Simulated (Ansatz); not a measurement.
# Ca2CdN2: the cost of one run

Program: Ansatz 0.2.0. Level of theory: DFT PBE, scalar-relativistic, plane waves, PAW. These are calculated values, not measurements.

2 further runs of the same task are left out: 1 that didn't finish, 1 set aside as unsound or not needed.

**1. The starting structure**

It takes space group P-3m1 (No. 164, trigonal). The conventional cell has a = 3.984 Å, b = 3.984 Å, c = 6.764 Å, α = 90.00°, β = 90.00°, γ = 120.00°. Ca (site symmetry 3m) is surrounded by 4 N at 2.44 Å. Cd (site symmetry -3m) is surrounded by 6 N at 2.90 Å. Around N (site symmetry 3m) lie 4 Ca at 2.44 Å and 3 Cd at 2.90 Å.

As a file:

```xyz
5
Lattice="3.9842 0.0000 0.0000 -1.9921 3.4504 0.0000 0.0000 0.0000 6.7643" Properties=species:S:1:pos:R:3 pbc="T T T"
Ca    0.0000    2.3003    4.1939
Ca    1.9921    1.1501    2.5704
Cd    0.0000    0.0000    0.0000
N     0.0000    2.3003    1.7587
N     1.9921    1.1501    5.0056
```

This is candidate A: EuMn2P2 type (P-3m1, No. 164).

(A quick probe on a coarse mesh, which set the mesh and smearing, is not shown.)

**3. Rough relaxation on the coarse mesh (candidate A)**

input.yaml reads:

```yaml
crystal:
  lattice:
    - [3.9841526748, 0.0, 0.0]
    - [-1.9920763374, 3.4503774289, 0.0]
    - [0.0, 0.0, 6.7643107477]
  atoms:
    - { symbol: Ca, position: [0.3333333333, 0.6666666667, 0.62] }
    - { symbol: Ca, position: [0.6666666667, 0.3333333333, 0.38] }
    - { symbol: Cd, position: [0.0, 0.0, 0.0] }
    - { symbol: "N", position: [0.3333333333, 0.6666666667, 0.26] }
    - { symbol: "N", position: [0.6666666667, 0.3333333333, 0.74] }
basis:
  ecutwfc: 420
kpoints:
  mp_grid: { grid: [6, 6, 4] }
hamiltonian:
  xc: pbe
scf:
  occupations: { method: gaussian, width: 0.1 }
  lower_state_search: "off"
output:
  forces: true
  stress: true
  eigenvalues: true
relax:
  adjacent_minimum: "off"
  f_tol: 0.04
  max_steps: 70
  cell: { stress_tol: 0.4 }
```

The run is started by

```console
$ ansatz run input.yaml --threads 1 --pin off --max-ram 2560MiB --backend cpu --events-out ev --progress --plain --runs-dir out
```

**Question.** How long does this run take on 1 thread of Arm Neoverse V1, shared host, and how much memory does it need?

About 25 s, with a peak of 0.38 GiB.
